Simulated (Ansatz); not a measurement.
Run this with Ansatz 0.2.0 through its Python package and show what comes out.

Script `methods.py`:
```python
from pathlib import Path

import ansatz as az
import numpy as np

config = {
    "basis_set": "def2-SVP",
}

geometry_ang = [
    ("F", (1.5862, 1.87, -0.5617)),
    ("C", (0.8112, 0.8005, -0.2476)),
    ("Si", (1.7416, -0.759, 0.0938)),
    ("C", (-0.513, 1.0238, -0.23)),
    ("Si", (-1.9031, -0.1044, 0.1334)),
    ("H", (1.4492, -1.7686, -0.9566)),
    ("H", (1.3235, -1.3269, 1.4023)),
    ("H", (3.2062, -0.5127, 0.1283)),
    ("H", (-0.8524, 2.0282, -0.4649)),
    ("H", (-1.8067, -1.3126, -0.7214)),
    ("H", (-1.8524, -0.5208, 1.5556)),
    ("H", (-3.1902, 0.5825, -0.1311)),
]
mol = az.Crystal.molecule()
for symbol, xyz in geometry_ang:
    mol = mol.atom(symbol, xyz)

job = mol.calculation().basis(gaussian=config["basis_set"])

print("functional    E (Ha)        dipole (D)   HOMO (eV)  LUMO (eV)")
for name in ["cam_b3lyp", "r2scan", "pbe", "pbe0", "revpbe", "hf"]:
    rep = job.functional(name).forces().orbitals().run(runs_dir="runs").report
    lines = Path(rep["orbitals_path"]).read_text().splitlines()
    field_of = lambda key: [line.split("=")[1].strip() for line in lines if line.startswith(key)]
    orbitals = [(27.211386 * float(e), s, float(n)) for e, s, n in zip(field_of("Ene="), field_of("Spin="), field_of("Occup="))]
    homo = max(e for e, _, n in orbitals if n > 0.5)
    lumo = min(e for e, _, n in orbitals if n < 0.5)
    dipole = 4.803205 * np.linalg.norm(rep["charge_distribution"]["dipole_moment_e_ang"])
    print(f"{name:10s} {rep['free_energy_ev'] / 27.211386246:14.6f} {dipole:9.3f} {homo:11.3f} {lumo:10.3f}")
```

`python methods.py` gives:
```text
functional    E (Ha)        dipole (D)   HOMO (eV)  LUMO (eV)
cam_b3lyp     -758.817059     0.704      -8.912      0.075
r2scan        -758.734481     0.584      -6.718     -1.919
pbe           -758.368697     0.459      -6.408     -1.982
pbe0          -758.440823     0.674      -7.666     -1.142
revpbe        -758.700843     0.437      -6.368     -1.920
hf            -756.746587     1.010     -10.344      2.423
```

Caveats:
- Total energies depend on the basis set; only differences at equal settings carry meaning.
- The geometry is a force-field or estimated start, not a minimum of this method, and the basis set is short of its limit. A lower total doesn't mark the better method: functionals have no common bound, and MP2 and coupled cluster aren't variational.
- Levels such as HOMO and LUMO are orbital energies: with these approximate functionals they aren't the ionisation energy and electron affinity, and their gap isn't the fundamental gap.
- Wall time of the script: 35 s on 1 thread of Arm Neoverse V1 (shared host), peak memory 0.35 GiB.
